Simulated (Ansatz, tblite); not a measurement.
# Si47H50 off sphere (Si47H50): rung by rung

The task here is to estimate one member of a computed series from the others.

Program: Ansatz 0.2.0, Gaussian basis. Level of theory: as each input shows. These are calculated values, not measurements.

Plan: GFN1-xTB, GFN2-xTB, PBE-D4/def2-SVP, r2SCAN-D4/def2-SVP, LDA/def2-SVP, r2SCAN-D4/def2-mTZVP, HF/6-31G, B3LYP-D4/6-31G.

1 further run of the same task is left out (set aside as unsound or not needed).

## The relaxed structure

The singlet was relaxed beforehand with r2SCAN-D4/def2-SVP.

97 atoms, charge 0, spin multiplicity 1.

Bond lengths: Si1–Si24 2.358 Å, Si1–Si26 2.353 Å, Si1–H48 1.496 Å, Si1–H49 1.500 Å, Si2–Si25 2.353 Å, Si2–Si27 2.352 Å, Si2–H50 1.496 Å, Si2–H51 1.500 Å, Si3–Si26 2.356 Å, Si3–Si28 2.353 Å, Si3–Si29 2.358 Å, Si3–H52 1.502 Å, Si4–Si27 2.354 Å, Si4–Si28 2.352 Å, Si4–Si30 2.354 Å, Si4–H53 1.502 Å, Si5–Si24 2.354 Å, Si5–Si25 2.354 Å and more. Angles: Si24–Si1–Si26 113.7°, Si24–Si1–H48 109.3°, Si24–Si1–H49 108.7°, Si26–Si1–H48 110.3°, Si26–Si1–H49 107.1°, H48–Si1–H49 107.5°, Si25–Si2–Si27 110.0°, Si25–Si2–H50 111.4°, Si25–Si2–H51 108.7°, Si27–Si2–H50 111.7°, Si27–Si2–H51 107.2°, H50–Si2–H51 107.8°, Si26–Si3–Si28 110.0°, Si26–Si3–Si29 109.4°, Si26–Si3–H52 108.8°, Si28–Si3–Si29 110.1°, Si28–Si3–H52 109.9°, Si29–Si3–H52 108.8° and more.

PBE0-D4/def2-SVP was run before; its log isn't repeated, and its numbers join the tables.

Set-up of the first run:

Tight binding, by tblite at 300 K electronic temperature and without a spin-polarisation term:

```python
tblite.interface.Calculator('GFN1-xTB', numbers, positions, charge=0, uhf=0).singlepoint()
```

Tight binding, by tblite at 300 K electronic temperature and without a spin-polarisation term:

```python
tblite.interface.Calculator('GFN2-xTB', numbers, positions, charge=0, uhf=0).singlepoint()
```

start.molden holds the orbitals of an earlier run on this state, given as this run's starting guess.

Input file in.yaml:

```yaml
crystal:
  periodic: [false, false, false]
  atoms:
    - {symbol: Si, position_ang: [-4.228004, -3.682768, 0.189486]}
    - {symbol: Si, position_ang: [-4.253478, -0.659520, -2.859016]}
    - {symbol: Si, position_ang: [-4.242992, -0.794956, 2.697411]}
    - {symbol: Si, position_ang: [-4.262657, 1.916600, -0.011752]}
    - {symbol: Si, position_ang: [-1.605287, -3.501097, -2.730474]}
    - {symbol: Si, position_ang: [-1.477492, -3.484745, 2.753390]}
    - {symbol: Si, position_ang: [1.172849, -3.511322, -0.008405]}
    - {symbol: Si, position_ang: [-1.551561, -0.819689, -5.495440]}
    - {symbol: Si, position_ang: [-1.538004, 1.921205, -2.756472]}
    - {symbol: Si, position_ang: [1.145457, -0.819778, -2.755352]}
    - {symbol: Si, position_ang: [-1.553475, -0.804527, -0.023150]}
    - {symbol: Si, position_ang: [-1.523149, 1.930143, 2.700372]}
    - {symbol: Si, position_ang: [1.193207, -0.750581, 2.707797]}
    - {symbol: Si, position_ang: [1.160644, 1.917908, -0.051577]}
    - {symbol: Si, position_ang: [-1.662083, -0.873232, 5.438260]}
    - {symbol: Si, position_ang: [1.372135, 2.131009, 5.356965]}
    - {symbol: Si, position_ang: [1.207699, 4.722062, -2.638268]}
    - {symbol: Si, position_ang: [-1.565182, 4.637323, -0.045004]}
    - {symbol: Si, position_ang: [1.180072, 4.685534, 2.599895]}
    - {symbol: Si, position_ang: [3.870417, -3.536125, -2.768449]}
    - {symbol: Si, position_ang: [3.939140, 1.920886, -2.680460]}
    - {symbol: Si, position_ang: [3.889118, -0.789347, -0.051965]}
    - {symbol: Si, position_ang: [3.939371, 1.970925, 2.600935]}
    - {symbol: Si, position_ang: [-3.088257, -4.858669, -1.506567]}
    - {symbol: Si, position_ang: [-2.926568, -2.136406, -4.121531]}
    - {symbol: Si, position_ang: [-2.865664, -2.172746, 1.372915]}
    - {symbol: Si, position_ang: [-2.899827, 0.572444, -1.381219]}
    - {symbol: Si, position_ang: [-5.616493, 0.528969, 1.320580]}
    - {symbol: Si, position_ang: [-2.895165, 0.580237, 4.057966]}
    - {symbol: Si, position_ang: [-2.897743, 3.276815, 1.340409]}
    - {symbol: Si, position_ang: [-0.205550, -2.175816, -1.374815]}
    - {symbol: Si, position_ang: [2.527993, -4.868508, -1.369456]}
    - {symbol: Si, position_ang: [2.491941, -2.187538, -4.113472]}
    - {symbol: Si, position_ang: [-0.033004, -4.852598, 1.500508]}
    - {symbol: Si, position_ang: [-0.149589, -2.088881, 4.105421]}
    - {symbol: Si, position_ang: [2.530002, -2.122659, 1.329290]}
    - {symbol: Si, position_ang: [-0.210579, 0.535428, -4.120544]}
    - {symbol: Si, position_ang: [-0.190776, 3.288902, -1.404000]}
    - {symbol: Si, position_ang: [2.509377, 0.549112, -1.411736]}
    - {symbol: Si, position_ang: [2.864937, 3.624207, -3.898654]}
    - {symbol: Si, position_ang: [-0.185875, 0.566069, 1.327820]}
    - {symbol: Si, position_ang: [-0.138838, 3.323579, 4.002425]}
    - {symbol: Si, position_ang: [2.587625, 0.641686, 3.999613]}
    - {symbol: Si, position_ang: [2.537529, 3.303314, 1.260151]}
    - {symbol: Si, position_ang: [-0.226531, 6.038079, 1.288030]}
    - {symbol: Si, position_ang: [5.222069, -2.172550, -1.409938]}
    - {symbol: Si, position_ang: [5.278088, 0.563138, 1.279264]}
    - {symbol: H, position_ang: [-5.399548, -2.967475, -0.406000]}
    - {symbol: H, position_ang: [-4.760532, -4.670988, 1.184209]}
    - {symbol: H, position_ang: [-5.341432, -1.387886, -2.135084]}
    - {symbol: H, position_ang: [-4.900389, 0.322108, -3.790911]}
    - {symbol: H, position_ang: [-5.091608, -1.665299, 3.580484]}
    - {symbol: H, position_ang: [-5.115294, 2.787842, -0.889682]}
    - {symbol: H, position_ang: [-0.755089, -4.378454, -3.604308]}
    - {symbol: H, position_ang: [-2.364095, -4.321005, 3.632376]}
    - {symbol: H, position_ang: [-2.390060, 0.044683, -6.388005]}
    - {symbol: H, position_ang: [-0.681717, -1.684284, -6.356203]}
    - {symbol: H, position_ang: [-2.433987, 2.775986, -3.607592]}
    - {symbol: H, position_ang: [-2.619407, -1.858944, 6.040733]}
    - {symbol: H, position_ang: [-0.987672, -0.148074, 6.558184]}
    - {symbol: H, position_ang: [0.690052, 1.432208, 6.489049]}
    - {symbol: H, position_ang: [2.339193, 3.118128, 5.940908]}
    - {symbol: H, position_ang: [0.373531, 5.585734, -3.535894]}
    - {symbol: H, position_ang: [1.902882, 5.621490, -1.660690]}
    - {symbol: H, position_ang: [-2.455338, 5.457958, -0.934405]}
    - {symbol: H, position_ang: [2.058562, 5.541141, 3.467871]}
    - {symbol: H, position_ang: [4.732560, -4.411195, -3.632927]}
    - {symbol: H, position_ang: [4.764690, 1.076972, -3.604312]}
    - {symbol: H, position_ang: [4.875291, 2.581623, -1.712806]}
    - {symbol: H, position_ang: [4.789995, 2.859238, 3.463883]}
    - {symbol: H, position_ang: [-4.100736, -5.409557, -2.466531]}
    - {symbol: H, position_ang: [-2.359708, -6.017047, -0.903026]}
    - {symbol: H, position_ang: [-3.806956, -3.020770, -4.957588]}
    - {symbol: H, position_ang: [-6.480715, -0.335798, 0.453926]}
    - {symbol: H, position_ang: [-6.510149, 1.371955, 2.180027]}
    - {symbol: H, position_ang: [-3.772876, 1.470988, 4.890391]}
    - {symbol: H, position_ang: [-3.751284, 4.139120, 2.227107]}
    - {symbol: H, position_ang: [1.657550, -5.773355, -2.188518]}
    - {symbol: H, position_ang: [3.397831, -5.722726, -0.496796]}
    - {symbol: H, position_ang: [1.618736, -3.049262, -4.974410]}
    - {symbol: H, position_ang: [3.323629, -1.323723, -5.013045]}
    - {symbol: H, position_ang: [-0.762526, -5.956781, 0.803131]}
    - {symbol: H, position_ang: [0.962784, -5.475858, 2.433303]}
    - {symbol: H, position_ang: [0.742787, -2.935677, 4.967232]}
    - {symbol: H, position_ang: [3.398772, -2.993154, 2.193337]}
    - {symbol: H, position_ang: [0.682573, 1.377494, -4.983304]}
    - {symbol: H, position_ang: [2.270309, 3.066550, -5.152092]}
    - {symbol: H, position_ang: [3.899257, 4.634705, -4.298568]}
    - {symbol: H, position_ang: [-1.012008, 4.203737, 4.850402]}
    - {symbol: H, position_ang: [3.468755, -0.230405, 4.847705]}
    - {symbol: H, position_ang: [3.371819, 4.151424, 0.343186]}
    - {symbol: H, position_ang: [-1.101470, 6.855298, 2.190761]}
    - {symbol: H, position_ang: [0.575121, 6.975800, 0.438629]}
    - {symbol: H, position_ang: [6.083794, -3.030353, -0.532662]}
    - {symbol: H, position_ang: [6.120939, -1.322851, -2.256432]}
    - {symbol: H, position_ang: [6.098577, -0.323292, 2.168060]}
    - {symbol: H, position_ang: [6.214057, 1.354512, 0.418412]}
basis:
  gaussian: {orbitals: def2-SVP, fitting: {mean_field: def2-universal-jkfit}, initial_orbitals: start.molden}
hamiltonian: {xc: pbe, dispersion: d4}
scf: {omitted_lower_state_checks: [starts]}
output: {orbitals: {seedname: orbitals}}
```

On the command line:

```console
$ ansatz run in.yaml --threads 11 --pin off --events-out ev --progress --plain --max-ram 166912MiB --backend cuda --devices 0, --max-vram 75GiB
```

Steps of the session up to this table: PBE-D4/def2-SVP; r2SCAN-D4/def2-SVP; LDA/def2-SVP; r2SCAN-D4/def2-mTZVP; HF/6-31G; B3LYP-D4/6-31G.

One table of the session follows, with a row left open; its other results are not shown here.

It belongs to the step «Binding energy». 

```
               level  binding an atom (eV)
            HF/6-31G                     ?
        LDA/def2-SVP                 3.832
     PBE-D4/def2-SVP                 3.467
  r2SCAN-D4/def2-SVP                 3.461
r2SCAN-D4/def2-mTZVP                 3.400
      B3LYP-D4/6-31G                 3.118
    PBE0-D4/def2-SVP                 3.465
```

Estimate the missing values for HF/6-31G.

The run gave: binding an atom (eV): 2.061. In the column «binding an atom (eV)» it is the lowest.

Limits of these values: Free atoms were run apart at each level; binding is atoms less cluster, divided by the number of atoms, without zero-point or spin-orbit terms.
